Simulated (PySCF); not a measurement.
# C4H7Br (bromocyclobutane): the cost of one run

Computed with PySCF 2.14.0 and routines of our own; the level stands in each step. Atoms count from 0.

## Step 1: The system as given

12 atoms, charge 0, multiplicity 1; geometry from: GFN2-xTB.

## Step 2: Geometry optimisation at PBE0-D3(BJ)/def2-SVP

The job: settings as JSON, then the geometry in Å.

```
{"job": {"xc": "PBE0", "basis": "def2-SVP", "d3": "d3bj", "grid": 1, "maxiter": 30, "shake": 0.01, "kind": "geom"}, "charge": 0, "multiplicity": 1}
Br     2.535510     0.197680    -1.044350
C      0.995170    -0.003510     0.170760
C     -0.106510     1.072520     0.103520
C     -1.106610    -0.043510     0.093970
C     -0.031120    -1.071650    -0.215700
H      1.433540    -0.129070     1.158700
H     -0.106150     1.767240     0.949590
H     -0.048630     1.646030    -0.821930
H     -1.921060     0.050080    -0.635640
H     -1.602640    -0.204430     1.080700
H      0.007010    -1.337490    -1.249410
H     -0.008820    -1.972170     0.400770
```

The run is started by

```console
> OMP_NUM_THREADS=1 python heavy_run.py task.json out
```

The driver reads the jobs from task.json and runs them one after another.

**Question.** How long does this first job take on 1 thread of Arm Neoverse V1, shared host, and how much memory does it need?

About 45 s, with a peak of 0.52 GiB.
